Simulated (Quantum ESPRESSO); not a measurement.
Write the native input for Quantum ESPRESSO 7.5 that does the following.

```
Task                        : single point
Functional                  : LDA
Potentials or basis         : GBRV 1.5 LDA
Cutoff                      : 612 eV
Density cutoff              : 4898 eV
k mesh                      : 18 × 18 × 11
Occupations                 : methfessel-paxton, width 0.1 eV
Spin                        : no spin polarisation
Form of the LDA correlation : PZ81
Mixing beta                 : 0.5
Most SCF iterations         : 120
SCF threshold               : 4e-10 Ry
```

Crystal: Ru.

```
Ru
1.0
     2.66019    0.00000    0.00000
    -1.33009    2.30379    0.00000
     0.00000    0.00000    4.15074
Ru
2
Cartesian
  0.0000 1.5359 1.0377
  1.3301 0.7679 3.1131
```

The cell was built by a generator and needn't be a form met in nature.

These files were run (other wordings do the same):

pw.in

```
&CONTROL
  calculation = 'scf'
  prefix = 'pwscf'
  outdir = './tmp'
  pseudo_dir = './pseudo'
  tprnfor = .true.
  tstress = .true.
  disk_io = 'nowf'
/
&SYSTEM
  ibrav = 0
  nat = 2
  ntyp = 1
  ecutwfc = 45
  ecutrho = 360
  nbnd = 24
  occupations = 'smearing'
  smearing = 'mp'
  degauss = 0.00734986
/
&ELECTRONS
  conv_thr = 4d-10
  electron_maxstep = 120
  mixing_beta = 0.5
/
ATOMIC_SPECIES
Ru   101.0700 ru_lda_v1.2.uspp.F.UPF
CELL_PARAMETERS angstrom
   2.6601874200    0.0000000000    0.0000000000
  -1.3300937100    2.3037898845    0.0000000000
   0.0000000000    0.0000000000    4.1507400000
ATOMIC_POSITIONS crystal
Ru     0.3333333333    0.6666666667    0.2500000000
Ru     0.6666666667    0.3333333333    0.7500000000
K_POINTS automatic
18 18 11 0 0 0
```

Potentials or basis: GBRV 1.5 LDA.

The run is started by

```bash
$ OMP_NUM_THREADS=1 pw.x -in pw.in > pw.out
```

It gave:

```yaml
Pressure: 11.3 GPa
Band_gap_on_the_k_mesh: none (metal or under the smearing width)
```

Wall time 39 s on 1 thread of Intel(R) Xeon(R) 6975P-C (Granite Rapids), with other jobs on the host, peak memory 0.17 GiB.
